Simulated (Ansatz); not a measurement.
Runs of Ansatz 0.2.0 on Pt. The cell holds a sheet with vacuum, 1 atom: a = 2.523 Å, b = 2.523 Å, c = 23.800 Å, α = 90.00°, β = 90.00°, γ = 90.00°. The cell was built by a generator and needn't be a form met in nature.

```csv
task,level,cell,cutoff (eV),basis error allowed,gap on the mesh (eV),work function (eV)
single point,PBE,as given,338,0.001 eV/atom,none,-
projected density of states,PBE,as given,314,0.002 eV/atom,-,6.26
work function,LDA,as given,314,0.002 eV/atom,none,(a)
relaxation of the atoms,PBE,atoms relaxed,-,0.002 eV/atom,-,6.26
work function,PBEsol,as given,314,0.002 eV/atom,none,6.39
```

Alike in all rows: potentials or basis all-electron LAPW, scalar-relativistic; no spin polarisation; k mesh 10 × 10 × 1; smearing fermi-dirac 0.05 eV.

Problem. Fill in the values left out.

Solution. (a) 6.63.

A k mesh can miss the band edges, and the runs leave out spin-orbit coupling on Pt.

A gap of «none» marks a metal or a gap under the smearing width.

Not every run made on this cell is shown here.
